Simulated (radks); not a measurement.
**Excited configurations of Ho⁺**

Aim: excitation energies and quantum defects of the outer electron of Ho⁺, by total-energy differences.

Method: Dirac Kohn-Sham, LDA (Slater exchange, Perdew-Wang correlation), spin-unpolarised, spherical densities, finite nucleus; open shells fill j = l - 1/2 first. Code: radks (a radial shooting solver on a logarithmic mesh, Libxc functionals) version 1.

**1. The system**

| Property | Result |
| --- | --- |
| element | holmium (Z = 67) |
| charge | +1 |
| electrons | 66 |
| configuration | [Xe] 4f11 6s1 |
| nuclear rms radius | 5.2022 fm |

**2. Ground configuration: [Xe] 4f11 6s1**

Input:

```text
Z 67
configuration [Xe] 4f11 6s1
relativity Dirac
functional lda,pw
spin unpolarised
j_filling energy
nucleus finite rms 5.2022 fm
c 137.035999084
```

**3. The ion: [Xe] 4f11**

Input: that of step 2 with these lines changed.

```diff
@@ -1,3 +1,3 @@
 Z 67
-configuration [Xe] 4f11 6s1
+configuration [Xe] 4f11
 relativity Dirac
```

**4. Outer electron in 5d: [Xe] 4f11 5d1**

Input: that of step 3 with these lines changed.

```diff
@@ -1,3 +1,3 @@
 Z 67
-configuration [Xe] 4f11
+configuration [Xe] 4f11 5d1
 relativity Dirac
```

**5. Outer electron in 5f: [Xe] 4f11 5f1**

Input: that of step 4 with these lines changed.

```diff
@@ -1,3 +1,3 @@
 Z 67
-configuration [Xe] 4f11 5d1
+configuration [Xe] 4f11 5f1
 relativity Dirac
```

**6. Outer electron in 7s: [Xe] 4f11 7s1**

Input: that of step 5 with these lines changed.

```diff
@@ -1,3 +1,3 @@
 Z 67
-configuration [Xe] 4f11 5f1
+configuration [Xe] 4f11 7s1
 relativity Dirac
```

**7. Outer electron in 7p: [Xe] 4f11 7p1**

Input: that of step 6 with these lines changed.

```diff
@@ -1,3 +1,3 @@
 Z 67
-configuration [Xe] 4f11 7s1
+configuration [Xe] 4f11 7p1
 relativity Dirac
```

**8. Outer electron in 7d: [Xe] 4f11 7d1**

Input: that of step 7 with these lines changed.

```diff
@@ -1,3 +1,3 @@
 Z 67
-configuration [Xe] 4f11 7p1
+configuration [Xe] 4f11 7d1
 relativity Dirac
```

**Question.** What will these runs give? Wanted: for each run, outer orbital; excitation; binding; n*; quantum defect; <r>.

As calculated:

```csv
outer orbital,excitation (eV),binding (eV),n*,quantum defect,<r> (bohr)
5d,2.195,9.818,2.354,2.646,2.891
5f,8.529,3.484,3.952,1.048,8.752
7s,6.416,5.598,3.118,3.882,7.587
7p,7.498,4.516,3.472,3.528,8.963
7d,9.116,2.898,4.334,2.666,13.23
```

What this shows: Binding is E(ion) − E, and n* = 2/√(2·binding) in atomic units. The Δ-SCF energy to the ion that was run is 12.013 eV (NIST's first ionisation energy, to the ion's ground state: 11.78 eV, semi-empirical). Mean quantum defects: d 2.66, f 1.05, s 3.88, p 3.53. They fall with l, since high-l orbitals stay out of the core. Self-interaction in the functional shifts them, so they are the method's values and not measured ones. Spin polarisation and multiplet splitting are left out, so open shells lie too high by an amount that depends on their filling.
